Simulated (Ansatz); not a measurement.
Task: a test of scalar relativity of CH₃Br, SMILES CBr, with the Ansatz DFT code, driven from Python. Give the script and its output. Settings (for the species named): PBE0, cc-pVTZ basis, multiplicity 1.

```xyz
5

C    -0.1064    0.1245    0.0889
Br    1.0022   -1.1670   -0.8347
H     0.5152    0.9748    0.3522
H    -0.5062   -0.3536    0.9777
H    -0.9048    0.4213   -0.5840
```

`x2c_ch3br.py`
```python
"""CH3Br with and without the spin-free two-component Hamiltonian."""

import ansatz
import numpy as np


def main() -> None:
    ch3br = (
        ansatz.Crystal.molecule()
        .atom("C", [-0.10636, 0.12454, 0.08889])
        .atom("Br", [1.00217, -1.16702, -0.83472])
        .atom("H", [0.51517, 0.97479, 0.35215])
        .atom("H", [-0.5062, -0.35363, 0.9777])
        .atom("H", [-0.90479, 0.42131, -0.58401])
    )

    base = ch3br.calculation().functional("PBE0").forces()
    # a set contracted for a scalar-relativistic Hamiltonian goes with the relativistic run
    sets = {"none": "cc-pVTZ", "scalar": "cc-pVTZ-DK"}
    found = {kind: base.basis(gaussian=basis).pseudopotentials(relativity=kind).run(threads=1, backend="cpu").report for kind, basis in sets.items()}
    for kind, each in found.items():
        dipole = 4.803205 * np.linalg.norm(each["charge_distribution"]["dipole_moment_e_ang"])
        print(f"{kind:7s} E = {each['free_energy_ev']:.4f} eV  dipole {dipole:.3f} D  largest force component {np.abs(each['forces_ev_ang']).max():.4f} eV/A")
    print(f"relativity lowers the total energy by {found['none']['free_energy_ev'] - found['scalar']['free_energy_ev']:.3f} eV")


if __name__ == "__main__":
    main()
```

`python x2c_ch3br.py` gives:
```text
none    E = -71124.5211 eV  dipole 1.914 D  largest force component 0.0392 eV/A
scalar  E = -71997.9726 eV  dipole 1.859 D  largest force component 0.0526 eV/A
relativity lowers the total energy by 873.452 eV
```

The total moves by -873.5 eV, nearly all in the cores, and the dipole from 1.91 to 1.86 D.

Total energies depend on the basis set; only differences at equal settings carry meaning. The geometry is a force-field or estimated start, not a minimum of this method. The basis set changes with the Hamiltonian (a set recontracted for scalar relativity), and most of the change in the total lies in the cores. Wall time of the script: 5.4 s on 1 thread of Arm Neoverse V2, with other jobs on the host, peak memory 0.26 GiB.
